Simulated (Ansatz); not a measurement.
LaIr₅, space group P6/mmm: an equation of state with a fit, run with Ansatz 0.2.0, Python API.

The script, `eos.py`:
```python
"""Energy against volume for LaIr5, with a fit."""

import warnings

import ansatz
import numpy as np
from pymatgen.analysis.eos import EOS

params = {
    "ecut": 380,
    "scf_tol": 1e-08,
    "n_empty": 4,
    "dispersion": "d3bjatm",
    "sigma": 0.1,
    "kmesh": (5, 5, 6),
}

vectors0 = np.array([
    [5.385, 0.0, 0.0],
    [-2.6925, 4.66355, 0.0],
    [0.0, 0.0, 4.213],
])
sites = [
    ("La", [0.0, 0.0, 0.0]),
    ("Ir", [0.5, 0.0, 0.5]),
    ("Ir", [0.5, 0.5, 0.5]),
    ("Ir", [0.0, 0.5, 0.5]),
    ("Ir", [1 / 3, 2 / 3, 0.0]),
    ("Ir", [2 / 3, 1 / 3, 0.0]),
]


def on_lattice(cell):
    crystal = ansatz.Crystal(lattice=ansatz.Lattice.of(cell))
    for symbol, position in sites:
        crystal = crystal.atom(symbol, position)
    return crystal


def main() -> None:
    warnings.simplefilter("ignore", ansatz.DeckWarning)

    # scale the volume, keep shape and fractions
    volumes, energies = [], []
    for scale in np.linspace(0.95, 1.07, 5):
        cell = vectors0 * scale ** (1 / 3)
        calculation = (
            on_lattice(cell).calculation()
            .basis(params["ecut"], xc_grid=2)
            .scf(tolerance=params["scf_tol"], extra_bands=params["n_empty"])
            .functional(ansatz.Functional.PBESOL, dispersion=params["dispersion"])
            .occupations(ansatz.OccupationsMethod.COLD, width=params["sigma"])
            .accuracy("low")
            .kpoints(*params["kmesh"])
        )
        summary = calculation.run().report
        volumes.append(abs(np.linalg.det(cell)) / len(sites))
        energies.append(summary["free_energy_ev"] / len(sites))
        print(f"V = {volumes[-1]:8.4f} A^3/atom  F = {energies[-1]:.5f} eV/atom")

    for form in ["murnaghan", "birch_murnaghan", "pourier_tarantola"]:
        fit = EOS(eos_name=form).fit(volumes, energies)
        print(f"{form:18s} V0 {fit.v0:8.4f} A^3/atom  B0 {fit.b0_GPa:7.1f} GPa  B1 {fit.b1:5.2f}")


if __name__ == "__main__":
    main()
```

Its results, one of them left out:

| V (Å³/atom) | F less the lowest row shown (meV/atom) |
| --- | --- |
| 16.752 | 11.55 |
| 17.281 | 0.00 |
| 17.810 | ? |
| 18.339 | 51.47 |
| 18.868 | 106.57 |

What is the missing energy at 17.810 Å³ an atom?

A third-order Birch-Murnaghan fit, E = E0 + (9 V0 B0 / 16) [(t - 1)³ B' + (t - 1)² (6 - 4t)] with t = (V0/V)^(2/3), through the 4 rows shown gives V0 = 17.233 Å³, B0 = 262.9 GPa, B' = 4.83 and E0 = -0.11 meV. At V = 17.810 Å³, t = 0.97830, and the fit interpolates to 14.74 meV. The run gave 14.75 meV, a miss of 0.01 meV.

What to keep in mind:
- These settings explore the input space; cutoff and mesh may be short of convergence.
- The cutoff lies under the one recommended for these potentials.
- No spin polarisation was allowed.
- Shape and fractional positions are held along the curve, so the bulk modulus is an upper value where they are free to relax.
- Dispersion corrections can be off by several per cent in the lattices of metals, and by several GPa in the pressure at a fixed cell.
- The mesh is modest for a metal, so energies can be off by several to tens of meV an atom and pressures by half a GPa or more; differences at equal mesh fare better.
- Spin-orbit coupling, which matters for elements this heavy, is left out.
- The starting cell is as deposited in a crystallographic database; the results hold for this polymorph, which needn't be the stable one.
- The script silences the warnings on its input, which a real study should read.
- It ran for 46 s on 1 thread of Arm Neoverse N1 (shared host), peak memory 0.56 GiB.
